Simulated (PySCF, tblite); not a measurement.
**C₆H₁₂BrFSi: geometry, infrared bands and NMR shifts**

Aim: predict the infrared bands and NMR shifts of C₆H₁₂BrFSi (`C=C(C)[Si@](F)(Br)C(C)C`).

Computed with tblite 0.8.0 and PySCF 2.14.0, with density-fitted response routines of our own, on a single molecule in the gas phase. Atoms count from 0, in the outputs and in this text.

### Step 1. Starting geometry

21 atoms, charge 0, multiplicity 1; geometry from: force field or distance geometry start.

Bonds of the start (Å): C0–C1 1.34, C1–C2 1.49, C1–Si3 1.84, Si3–F4 1.69, Si3–Br5 2.26, Si3–C6 1.89, C6–C7 1.53, C6–C8 1.51, C0–H9 1.09, C0–H10 1.09, C2–H11 1.14, C2–H12 1.09, C2–H13 1.11, C6–H14 1.13, C7–H15 1.12, C7–H16 1.10, C7–H17 1.08, C8–H18 1.12, C8–H19 1.11, C8–H20 1.13.

### Step 2. Geometry optimisation with GFN2-xTB

Job settings and geometry (Å):

```
{"job": {"kind": "relax", "xc": "GFN2-xTB", "basis": "xTB"}, "charge": 0, "multiplicity": 1}
C      2.156900    -0.255800     1.538600
C      1.552700    -0.402400     0.347600
C      2.311800     0.071900    -0.844100
Si    -0.114600    -1.180200     0.232500
F     -0.296900    -2.456400     1.318800
Br    -0.565300    -1.830100    -1.881900
C     -1.306300     0.241400     0.579200
C     -0.824800     1.326700    -0.389200
C     -2.730500    -0.159100     0.292800
H      3.138200     0.221500     1.508900
H      1.705300    -0.563900     2.476200
H      1.706200    -0.291800    -1.734900
H      3.303900    -0.373900    -0.866900
H      2.399800     1.181500    -0.850800
H     -1.165600     0.575100     1.652300
H     -0.598300     0.744700    -1.316700
H      0.139300     1.719100    -0.048800
H     -1.546500     2.121800    -0.534700
H     -2.759500    -0.669600    -0.700100
H     -3.153800    -0.777000     1.111100
H     -3.361000     0.773700     0.264200
```

Started as:

```sh
$ OMP_NUM_THREADS=1 python probes_run.py task.json out
```

One launch serves the whole session: the jobs run in the order shown.

**Question.** This job is followed by: GFN2-xTB harmonic vibrations, gas phase; GIAO PBE0/pcSseg-1 NMR shielding, non-relativistic, gas phase. Predict these results of the whole session: strongest single infrared mode (GFN2-xTB); zero-point energy (GFN2-xTB); 13C shifts against TMS (PBE0/pcSseg-1); 1H shifts against TMS (PBE0/pcSseg-1, means over atoms taken as alike); 29Si shifts against TMS (PBE0/pcSseg-1); 19F shifts against CFCl3 (PBE0/pcSseg-1); 79Br shifts against HBr (PBE0/pcSseg-1).

**Answer**, as computed:

| quantity | value |
| --- | --- |
| strongest single infrared mode (GFN2-xTB) | 803 cm⁻¹, 207 km/mol |
| zero-point energy (GFN2-xTB) | 104.8 kcal/mol |
| 13C shifts against TMS (PBE0/pcSseg-1) | 150.9, 137.0, 26.9, 25.1, 18.9, 17.8 ppm |
| 1H shifts against TMS (PBE0/pcSseg-1, means over atoms taken as alike) | 6.25, 5.93, 2.09, 1.35, 1.32, 1.04 ppm |
| 29Si shifts against TMS (PBE0/pcSseg-1) | 29.0 ppm |
| 19F shifts against CFCl3 (PBE0/pcSseg-1) | -159.8 ppm |
| 79Br shifts against HBr (PBE0/pcSseg-1) | -16 ppm |

The optimisation took 110 steps and gained 0.839 eV; among the close pairs (by a distance rule), Si3–F4 changed most, from 1.686 to 1.617 Å. No mode is imaginary among the 57: a minimum at this level. The strongest single mode, at 803 cm⁻¹, moves mainly F4 and Si3. GFN2-xTB is a fitted tight-binding method: band positions and strengths are rough. Its intensities can rank the bands wrongly. The most deshielded carbon is C1 (fully substituted alkene carbon), at 150.9 ppm: an sp2 carbon of a C=C bond. At PBE0/pcSseg-1: Shielding is most anisotropic at Br5 (span 522 ppm, paramagnetic term -490 ppm). Spin-orbit coupling is left out, which matters for shieldings and couplings at and beside the heavy atoms.
